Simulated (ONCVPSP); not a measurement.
# Zn: the cost of one run

Method: ONCVPSP 4.0.1.1 (patched build), PBE, scalar-relativistic.

### 1 Starting point

Typed settings, in words:

| Item | Value |
| --- | --- |
| element | zinc (Zn, Z = 30) |
| type | optimised norm-conserving Vanderbilt (ONCV) |
| frozen core | [Ne] |
| valence charge | 20 |
| reference configuration | 3s2 3p6 3d10 4s2 |
| partial waves | 3s+4s: rc 1.30 bohr, ncon 3, nbas 7, qcut 9.7 1/bohr, 2 projectors; 3p: rc 1.15 bohr, ncon 4, nbas 9, qcut 10.5 1/bohr, 2 projectors, debl 3.7 Ha; 3d: rc 1.15 bohr, ncon 5, nbas 9, qcut 10.9 1/bohr, 1 projector |
| local potential | polynomial inside 1.10 bohr (lpopt 5, dvloc0 6 Ha) |
| core correction | polynomial model core, fcfact 0.65 |

The outer shells as boxes (Hund's rule for the drawing; the calculation is spin-unpolarised):

```
[Ne] core
3s [↑↓]
3p [↑↓][↑↓][↑↓]
3d [↑↓][↑↓][↑↓][↑↓][↑↓]
4s [↑↓]
```

An earlier all-electron run gives the scale for the radii.

All-electron outer shells of the reference configuration (PBE, scalar-relativistic, ld1.x):

| shell | level (eV) | outermost node (bohr) | outermost maximum (bohr) |
| --- | --- | --- | --- |
| 2p | -1004.03 | – | 0.15 |
| 3s | -129.23 | 0.28 | 0.59 |
| 3p | -83.40 | 0.25 | 0.59 |
| 3d | -10.14 | – | 0.57 |
| 4s | -5.98 | 0.85 | 2.09 |
| 4p | -1.12 | 0.92 | 3.08 |

### 2 Generating the potential

Zn.dat

```
# ATOM AND REFERENCE CONFIGURATION
# atsym  z   nc   nv     iexc    psfile
  Zn 30.00    3    4        4      upf
#
#   n    l    f
    1    0    2.00
    2    0    2.00
    2    1    6.00
    3    0    2.00
    3    1    6.00
    3    2   10.00
    4    0    2.00
#
# PSEUDOPOTENTIAL AND OPTIMIZATION
# lmax
    2
#
#   l,   rc,      ep,       ncon, nbas, qcut
    0    1.30    0.00    3    7    9.70
    1    1.15    0.00    4    9   10.50
    2    1.15    0.00    5    9   10.90
#
# LOCAL POTENTIAL
# lloc, lpopt,  rc(5),   dvloc0
    4    5    1.10    6.00
#
# VANDERBILT-KLEINMAN-BYLANDER PROJECTORs
# l, nproj, debl
    0    2    2.10
    1    2    3.70
    2    1    3.80
#
# MODEL CORE CHARGE
# icmod, fcfact, rcfact
    1    0.65    0.00
#
# LOG DERIVATIVE ANALYSIS
# epsh1, epsh2, depsh
   -6.00    5.00    0.04
#
# OUTPUT GRID
# rlmax, drl
    6.00    0.01
#
# TEST CONFIGURATIONS
# ncnf
    4
# nvcnf
#   n    l    f
    4
    3    0    2.00
    3    1    6.00
    3    2   10.00
    4    0    1.00
#
    4
    3    0    2.00
    3    1    6.00
    3    2   10.00
    4    0    0.00
#
    4
    3    0    2.00
    3    1    6.00
    3    2    9.00
    4    0    0.00
#
    5
    3    0    2.00
    3    1    6.00
    3    2   10.00
    4    0    0.00
    4    1    2.00
#
```

Started as:

```sh
$ oncvpsp.x < Zn.dat > Zn.out
```

**Question.** How long does this run take on 1 thread of Neoverse-N1, shared host?

About 5.6 s.
